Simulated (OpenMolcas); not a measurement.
# Mo⁴⁺ among point charges: CASSCF and CASPT2 levels and susceptibility

How does a field of 4 point charges split the states of Mo⁴⁺, and what χT follows?

The numbers are computed with OpenMolcas 26.06 (state-averaged CASSCF and CASPT2, spin-orbit coupling by RASSI with atomic mean-field integrals), except any that are marked as measured or tabulated.

## 1. The atom as given

* Species: Mo⁴⁺ (molybdenum, Z = 42, 38 electrons)
* Basis: ANO-RCC-VDZP [6s5p3d1f], 43 functions
* Scalar Hamiltonian: DKH2, point nucleus
* Inactive shells: 1s 2s 2p 3s 3p 3d 4s 4p
* Active space: 2 electrons in 5 orbitals (4d)
* Some configurations of this space: 4d²
* Orbitals: optimised for each spin and parity, averaged over all roots

The outer shells:

4d2
```
4d [↑ ][↑ ][  ][  ][  ]
```

The ion sits among 4 point charges of -1.3 e arranged as a square (D4h), 2.13 Å from the ion.

The work runs as a chain of OpenMolcas steps in one folder; each step below is one input file. Labels, J, g values, rates, χT and fits are worked out afterwards by a script from the matrices that RASSI stores. The input lists half of the charges; inversion (Group=XYZ) makes the rest.

## 2. Basis and integrals

a.inp

```
&GATEWAY
Coord
1

Mo 0.0 0.0 0.0
Basis=ANO-RCC-VDZP
Group=XYZ
NoMove
AngMom=0.0 0.0 0.0
AMFI
XField
2 Angstrom 0
2.130000 0.000000 0.000000 -1.300000
0.000000 2.130000 0.000000 -1.300000
&SEWARD
```

Run with:

```sh
> OMP_NUM_THREADS=1 MOLCAS_MEM=1689 MOLCAS_PROJECT=a pymolcas a.inp > a.log
```

## 3. CASSCF: triplets of even parity, 10 roots

a.inp

```
&RASSCF
FileOrb=start.orb
Symmetry=1
Spin=3
nActEl=2 0 0
Inactive=9 9
Ras2=5 0
CIRoot=10 10 1
SDav=10
CIMx=300
Iter=120 100
PrWF=0.3
OrbListing=Nothing
MaxOrb=0
>>> COPY $Project.JobIph JOB001
```

start.orb holds the contracted functions of the basis, ordered by shell, or the orbitals of the step before.

## 4. Reference wave functions, singlets of even parity, 15 roots

a.inp

```
&RASSCF
FileOrb=start.orb
Symmetry=1
Spin=1
nActEl=2 0 0
Inactive=9 9
Ras2=5 0
CIRoot=15 15 1
SDav=15
CIMx=300
Iter=120 100
PrWF=0.3
OrbListing=Nothing
MaxOrb=0
>>> COPY $Project.JobIph JOB002
```

## 5. RASSI: spin-orbit coupling between the states

a.inp

```
&RASSI
NrOfJobIphs=2 10 15
1 2 3 4 5 6 7 8 9 10
1 2 3 4 5 6 7 8 9 10 11 12 13 14 15
IphNames
JOB001
JOB002
EJob
SpinOrbit
DIPRint=1.0
SOCoupling=1000.0
Subsets=2
Property=9
'ANGMOM' 1 'ANGMOM' 2 'ANGMOM' 3 'MLTPL  1' 1 'MLTPL  1' 2 'MLTPL  1' 3
'AMFI' 1 'AMFI' 2 'AMFI' 3
SOProperty=3
'ANGMOM' 1 'ANGMOM' 2 'ANGMOM' 3
```

## 6. CASPT2: IPEA 0.25, imaginary shift 0.1 (closed shells correlated: 4s 4p)

a.inp

```
>>> COPY JOB001 $Project.JobIph
&CASPT2
Multistate=10 1 2 3 4 5 6 7 8 9 10
NoMult
Frozen=8 6
IPEA=0.25
Imaginary=0.1
MaxIter=60
WThr=0.0 0.3 0.05
PrWF=0.5
NoMix
>>> COPY JOB002 $Project.JobIph
&CASPT2
Multistate=15 1 2 3 4 5 6 7 8 9 10 11 12 13 14 15
NoMult
Frozen=8 6
IPEA=0.25
Imaginary=0.1
MaxIter=60
WThr=0.0 0.3 0.05
PrWF=0.5
NoMix
```

(Steps that only read results are left out.)

What does the calculation give? Wanted: spin-free ground state; first state of the same spin within the active space; lowest level; next level.

As calculated:

| quantity | value |
| --- | --- |
| method | SS-CASPT2, IPEA 0.25, imaginary shift 0.1 (closed shells correlated: 4s 4p) |
| spin-free ground state | 3A2, 1-fold in its orbital part |
| first state of the same spin within the active space | 3E at 385 cm⁻¹ |
| lowest level | 1-fold A1 |
| next level | 643.1 cm⁻¹ |
| χT at 300 K | 0.11 cm³ K/mol |
| effective moment at 300 K | 0.92 μB |

Cost by method:

```csv
method,time of its own steps,time with the reference
A. CASSCF,4.1 s,4.1 s
"B. SS-CASPT2, IPEA 0.25, imaginary shift 0.1, +4s 4p",1.4 s,5.5 s
```

Times are of one thread on a shared host.

**Reading.** The spin-free ground state (3A2) comes to 92 % from free-ion F terms and keeps the highest spin of the shell. χT at 300 K is 0.11, against 1.00 cm³ K/mol for the spin alone, so spin-orbit coupling lowers it. The field of point charges can differ much from that of real complexes. This is an electrostatic model: the charges have no orbitals.
